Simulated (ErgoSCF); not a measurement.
# ZnNH2 (SMILES [NH2][Zn]): levels of theory compared

Aim: a comparison of 3 runs (UHF/def2-SVP, UB3LYP/6-31G*, UPBE0/def2-SVP) of ZnNH2. 

The calculation is run with ErgoSCF 3.8.

7 further runs of the same task are left out: 5 that didn't finish, 2 set aside as unsound or not needed.

### 1 Starting point

The species is ZnNH2 (4 atoms), meant as a doublet with charge 0. As SMILES, `[NH2][Zn]`. The shape is that of a PBE0-D4/def2-TZVP optimisation.

Bond lengths: N1–Zn2 1.893 Å, N1–H3 1.017 Å, N1–H4 1.017 Å. Angles: Zn2–N1–H3 111.1°, Zn2–N1–H4 111.1°, H3–N1–H4 106.0°.

### 2 A single-point energy at UHF/def2-SVP (run 1)

The input, ergo.in:

```
# HF on H2NZn
set_nthreads(1)
molecule_inline
N     -0.54329626     0.36717379     0.17158713
Zn     2.78299966    -0.31104892     1.29805288
H     -1.59492885    -1.23966034     0.10884822
H     -0.53989475     1.06920704    -1.61684967
EOF
basis = "def2-SVP"
spin_polarization = 1
tmpdir = "."
scf.output_mulliken_pop = 1
scf.max_number_of_iterations = 120
scf.use_diagonalization = 1
run "HF"
```

The basis set def2-SVP is read from a file made from the Basis Set Exchange's data (not shown).

Command:

```sh
$ ergo ergo.in
```

The log of the run:

```text
[...]
INSC SCF_general constructor, number of basis functions: 55
[...]
INSC Energy   1 =       -952.53217723975
[...]
INDE E_LUMO =          0.02913371532
[...]
INSC Energy  21 =      -1833.09302043523  ( diff     -0.000000000017963 )
[...]
RESC CONVERGED after  21 iterations.
RESC FINAL ENERGY:      -1833.09302043523
RESC FINAL <S2> =          0.76014564581
[...]
INSC SCF: dipole_moment_x [atomic units] =       0.70409659
INSC SCF: dipole_moment_y [atomic units] =      -0.45174491
INSC SCF: dipole_moment_z [atomic units] =      -0.17385937
[...]
```

Run time: 31 s. Hardware: 1 thread of Arm Neoverse V1, shared host; peak memory 0.26 GiB.

### 3 A single-point energy at UB3LYP/6-31G(d) (spherical functions) (run 2)

The input, input.ego:

```
set_nthreads(1)
molecule_inline Angstrom
N       -0.287500       0.194300       0.090800
Zn       1.472700      -0.164600       0.686900
H       -0.844000      -0.656000       0.057600
H       -0.285700       0.565800      -0.855600
EOF
XC.sparse_mode = 0
scf.max_number_of_iterations = 120
scf.use_diagonalization = 1
tmpdir = "."
basis = "6-31G*"
spin_polarization = 1
XC.angint = 41
XC.radint = 1e-11
scf.output_mulliken_pop = 1
run "B3LYP-G"
```

The basis set 6-31G* is read from a file made from the Basis Set Exchange's data (not shown).

Command:

```sh
$ ergo input.ego
```

The log of the run:

```text
[...]
INDF Weighted mixed functional:
[...]
INSC Energy   1 =      -1008.78247178404
[...]
INDE E_LUMO =         -0.10153067683
[...]
INSC Energy  24 =      -1835.01759906685  ( diff     -0.000000000007958 )
[...]
RESC CONVERGED after  24 iterations.
RESC FINAL ENERGY:      -1835.01759906685
RESC FINAL <S2> =          0.75447094914
[...]
INSC SCF: dipole_moment_x [atomic units] =       0.08702792
INSC SCF: dipole_moment_y [atomic units] =      -0.28027825
INSC SCF: dipole_moment_z [atomic units] =      -0.32176244
[...]
```

Run time: 43 s. Hardware: 1 thread of Arm Neoverse V1, shared host; peak memory 0.26 GiB.

### 4 A single-point energy at UPBE0/def2-SVP (run 3)

The input, ergo.in:

```
set_nthreads(1)
XC.sparse_mode = 0
XC.angint = 41
basis = "def2-SVP"
scf.max_number_of_iterations = 120
scf.output_mulliken_pop = 1
spin_polarization = 1
tmpdir = "."
XC.radint = 1e-11
scf.use_diagonalization = 1
molecule_inline
N     -0.54329626     0.36717379     0.17158713
Zn     2.78299966    -0.31104892     1.29805288
H     -1.59492885    -1.23966034     0.10884822
H     -0.53989475     1.06920704    -1.61684967
EOF
run "PBE0"
```

The basis set def2-SVP is read from a file made from the Basis Set Exchange's data (not shown).

Command:

```sh
$ ergo ergo.in
```

The log of the run:

```text
[...]
INDF Weighted mixed functional:
[...]
INSC Energy   1 =       -965.12958807953
[...]
INDE E_LUMO =         -0.08287195071
[...]
INSC Energy  24 =      -1834.69068316930  ( diff     -0.000000000009095 )
[...]
RESC CONVERGED after  24 iterations.
RESC FINAL ENERGY:      -1834.69068316930
RESC FINAL <S2> =          0.75487602885
[...]
INSC SCF: dipole_moment_x [atomic units] =       0.36943524
INSC SCF: dipole_moment_y [atomic units] =      -0.34948376
INSC SCF: dipole_moment_z [atomic units] =      -0.24166376
[...]
```

It took 41 s on 1 thread of Arm Neoverse V1, shared host; peak memory 0.26 GiB.

### 5 All runs side by side

| run | level | integration grid | radint | energy (Eh) | dipole moment (D) | ⟨S²⟩ | wall time |
| --- | --- | --- | --- | --- | --- | --- | --- |
| 1 | UHF/def2-SVP | – | – | -1833.093020 | 2.17 | 0.760 | 31 s |
| 2 | UB3LYP/6-31G* (spherical functions) | Turbo | 1e-11 | -1835.017599 | 1.11 | 0.754 | 43 s |
| 3 | UPBE0/def2-SVP | Turbo | 1e-11 | -1834.690683 | 1.43 | 0.755 | 41 s |

### 6 Summary of results

| quantity | value |
| --- | --- |
| run 3: total energy | -1834.69068 Eh |
| run 3: dipole moment | 1.43 D |
| run 3: ⟨S²⟩ | 0.755 |

**Reading.** The dipole moment (its size) runs from 1.11 D (UB3LYP/6-31G*) to 2.17 D (UHF/def2-SVP). The two ends differ in method and basis. Totals of different functionals can't be ranked against each other. All runs together took 1.9 min, the longest 43 s.
